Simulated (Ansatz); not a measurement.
EuSbO3, space group Pm-3m, a comparison of functionals at one structure

Computed with the Ansatz DFT code, driven from Python.

The script reads `eusbo3.cif`:
```cif
data_EuSbO3
_cell_length_a 4.218665
_cell_length_b 4.218665
_cell_length_c 4.218665
_cell_angle_alpha 90.00000
_cell_angle_beta 90.00000
_cell_angle_gamma 90.00000
_symmetry_space_group_name_H-M 'P 1'
_symmetry_Int_Tables_number 1
loop_
_symmetry_equiv_pos_as_xyz
'x, y, z'
loop_
_atom_site_label
_atom_site_type_symbol
_atom_site_fract_x
_atom_site_fract_y
_atom_site_fract_z
Eu1 Eu    0.000000    0.000000    0.000000
Sb2 Sb    0.500000    0.500000    0.500000
O3 O    0.500000    0.500000    0.000000
O4 O    0.500000    0.000000    0.500000
O5 O    0.000000    0.500000    0.500000
```

The cells in order, each with its output:

In [1]:
```python
import csv
import warnings

import ansatz as az
from ase.io import read
```

In [2]:
```python
warnings.simplefilter('ignore', az.DeckWarning)
```

In [3]:
```python
atoms = read('eusbo3.cif')
cell = az.Crystal.from_ase(atoms).moments(Eu=7)
```

In [4]:
```python
cell.resolved().sites[-1]
```
Out [4]:
```text
Site(symbol='O', position=(0.0, 0.5, 0.5), moment=None, axis=None, held=None, saved=None)
```

In [5]:
```python
model = (
    cell.calculation()
    .spin(az.SpinTreatment.COLLINEAR)
    .basis(34 * az.Ry)
    .kpoints(5)
    .occupations('gaussian')
    .forces()
    .stress()
)
```

In [6]:
```python
rows = []
for value in ['blyp', 'pbesol', 'lda']:
    report = model.functional(value).run().report
    rows.append((value, report['free_energy_ev'] / len(report['lattice']['sites']), report['n_iterations'], sum(report['stress_gpa'][i][i] for i in range(3)) / 3, max(abs(f) for row in report['forces_ev_ang'] for f in row), report['magnetization_mub'], report['n_kpoints']))
```

In [7]:
```python
with open('xc.csv', 'w', newline='') as handle:
    writer = csv.writer(handle)
    writer.writerow(['functional', 'F/atom (eV)', 'iterations', 'P (GPa)', 'max component (eV/A)', 'moment (muB)', 'k-points'])
    writer.writerows([round(v, 5) if isinstance(v, float) else v for v in row] for row in rows)
print(open('xc.csv').read())
```
```text
functional,F/atom (eV),iterations,P (GPa),max component (eV/A),moment (muB),k-points
blyp,-3399.7138,14,5.11442,0.0,6.83726,10
pbesol,-3351.38534,13,-3.70066,0.0,6.82036,10
lda,-3313.82874,13,-7.52883,0.0,6.81335,10
```

From lowest to highest: LDA (-7.5 GPa), PBEsol (-3.7 GPa) and BLYP (5.1 GPa). At a fixed cell a lower pressure usually means a smaller equilibrium volume, so LDA prefers the smallest cell and BLYP the largest.

What to keep in mind:
- Open f shells: without a Hubbard U, without spin-orbit coupling; the state reached hangs on the start and needn't be the lowest.
- Without U the f states sit at the Fermi level and can close a real gap.
- BLYP can be off by several per cent in the lattices of metals, and by several GPa in the pressure at a fixed cell.
- The mesh is modest for a metal, so energies can be off by several to tens of meV an atom and pressures by half a GPa or more; differences at equal mesh fare better.
- The overall sign of a collinear moment is arbitrary, and semilocal functionals can give small moments to compounds that are paramagnetic.
- Forces vanish by symmetry here and test nothing.
- Pressure is positive in compression.
- The structure comes from a database of computed cells and needn't be a stable or known phase.
- Total energies of different functionals can't be compared; pressures, moments and gaps at this one structure can.
- It ran for 21 s on 1 thread of Arm Neoverse V1 (shared host), peak memory 0.52 GiB.
